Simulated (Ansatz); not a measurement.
# Si: the cost of one run

Program: Ansatz 0.2.0. Level of theory: DFT PBE, plane waves, PAW, scalar-relativistic, no spin polarisation. These are calculated values, not measurements.

## (1) Starting point

The cell holds 17 atoms (Si17): a = 7.679 Å, b = 7.679 Å, c = 7.679 Å, α = 60.00°, β = 60.00°, γ = 60.00°.

The coordinates stand in the first input below.

## (2) Preparing the start

input.yaml

```yaml
accuracy: low
crystal:
  lattice:
    - [0.0, 5.43, 5.43]
    - [5.43, 0.0, 5.43]
    - [5.43, 5.43, 0.0]
  atoms:
    - { symbol: Si, position: [0.0, 0.0, 0.0] }
    - { symbol: Si, position: [0.125, 0.125, 0.125] }
    - { symbol: Si, position: [0.0, 0.0, 0.5] }
    - { symbol: Si, position: [0.125, 0.125, 0.625] }
    - { symbol: Si, position: [0.0, 0.5, 0.0] }
    - { symbol: Si, position: [0.125, 0.625, 0.125] }
    - { symbol: Si, position: [0.0, 0.5, 0.5] }
    - { symbol: Si, position: [0.125, 0.625, 0.625] }
    - { symbol: Si, position: [0.5, 0.0, 0.0] }
    - { symbol: Si, position: [0.625, 0.125, 0.125] }
    - { symbol: Si, position: [0.5, 0.0, 0.5] }
    - { symbol: Si, position: [0.625, 0.125, 0.625] }
    - { symbol: Si, position: [0.5, 0.5, 0.0] }
    - { symbol: Si, position: [0.625, 0.625, 0.125] }
    - { symbol: Si, position: [0.5, 0.5, 0.5] }
    - { symbol: Si, position: [0.625, 0.625, 0.625] }
    - { symbol: Si, position: [0.8704541, 0.3759411, 0.3698373] }
basis:
  ecutwfc: 420.0
kpoints:
  mp_grid: { grid: [2, 2, 2] }
hamiltonian:
  xc: pbe
  pseudopotentials: { kind: paw, azcp: { folder: soft_1 } }
scf:
  occupations: { method: fermi_dirac, width: 0.05 }
  lower_state_search: "off"
relax:
  f_tol: 0.08
  max_steps: 25
  adjacent_minimum: "off"
```

On the command line:

```bash
$ ansatz run input.yaml --threads 1 --pin off --max-ram 3072MiB --backend cpu --events-out ev --progress --plain --runs-dir out
```

What time and memory should one allow on 1 thread of Arm Neoverse V1, shared host?

About 17 s, with a peak of 0.49 GiB.
